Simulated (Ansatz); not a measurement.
What does this script print? It uses Ansatz 0.2.0, Python API.

`ch3clfsb.py`:
```python
"""Potential curve of CH3ClFSb along one bond."""

import warnings

import ansatz as az
import numpy as np


def main() -> None:
    warnings.simplefilter("ignore", az.DeckWarning)

    system = (
        az.Crystal.molecule()
        .atom("C", (-0.1001, 0.8352, 0.0816))
        .atom("Sb", (1.1805, -0.8127, -0.1501))
        .atom("F", (0.3265, -1.7337, 1.4024))
        .atom("Cl", (-0.2463, -1.877, -1.6869))
        .atom("H", (-1.1818, 0.5118, 0.2215))
        .atom("H", (0.1738, 1.5101, 0.9341))
        .atom("H", (-0.0914, 1.4982, -0.8484))
    )

    symbols = [site.symbol for site in system.cartesian_sites]
    start = np.array([site.position_ang for site in system.cartesian_sites])
    axis = (start[1] - start[0]) / np.linalg.norm(start[1] - start[0])
    moving = [1, 2, 3]
    lengths, energies = [1.78, 1.93, 2.1, 2.31, 2.62, 3.15, 3.78, 4.62], []
    for length in lengths:
        xyz = start.copy()
        xyz[moving] += (length - np.linalg.norm(start[1] - start[0])) * axis
        point = az.Crystal.molecule()
        for symbol, place in zip(symbols, xyz):
            point = point.atom(symbol, place.tolist())
        model = point.calculation()
        model = model.basis(gaussian="def2-SVP").functional("PBE")
        model = model.spin("collinear")
        r = model.run(threads=1, pin="off").report
        energies.append(r["free_energy_ev"])
        print(f"r = {length:6.3f} A  E = {energies[-1]:.5f} eV  <S^2> = {abs(r['mean_field']['state']['spin_squared']):.3f}")

    print("energy above the lowest point (eV):", [round(e - min(energies), 3) for e in energies])


if __name__ == "__main__":
    main()
```

Output of `python ch3clfsb.py`:
```text
r =  1.780 A  E = -22846.65551 eV  <S^2> = 0.000
r =  1.930 A  E = -22847.87408 eV  <S^2> = 0.000
r =  2.100 A  E = -22848.34411 eV  <S^2> = 0.000
r =  2.310 A  E = -22848.26393 eV  <S^2> = 0.000
r =  2.620 A  E = -22847.64190 eV  <S^2> = 0.000
r =  3.150 A  E = -22846.43520 eV  <S^2> = 0.000
r =  3.780 A  E = -22845.58298 eV  <S^2> = 0.648
r =  4.620 A  E = -22845.33411 eV  <S^2> = 0.958
energy above the lowest point (eV): [1.689, 0.47, 0.0, 0.08, 0.702, 1.909, 2.761, 3.01]
```

Caveats:
- Total energies depend on the basis set; only differences at equal settings carry meaning.
- The rest of the molecule is held rigid at a force-field or estimated start geometry, and the basis set is modest; single-reference methods fail as a bond breaks.
- def2 sets replace the cores of elements past krypton by effective core potentials.
- The expectation value of S² is noticeably off S(S+1) in at least one run, so that state is spin-contaminated.
- It ran for 39 s on 1 thread of Arm Neoverse V1, with other jobs on the host, peak memory 0.25 GiB.
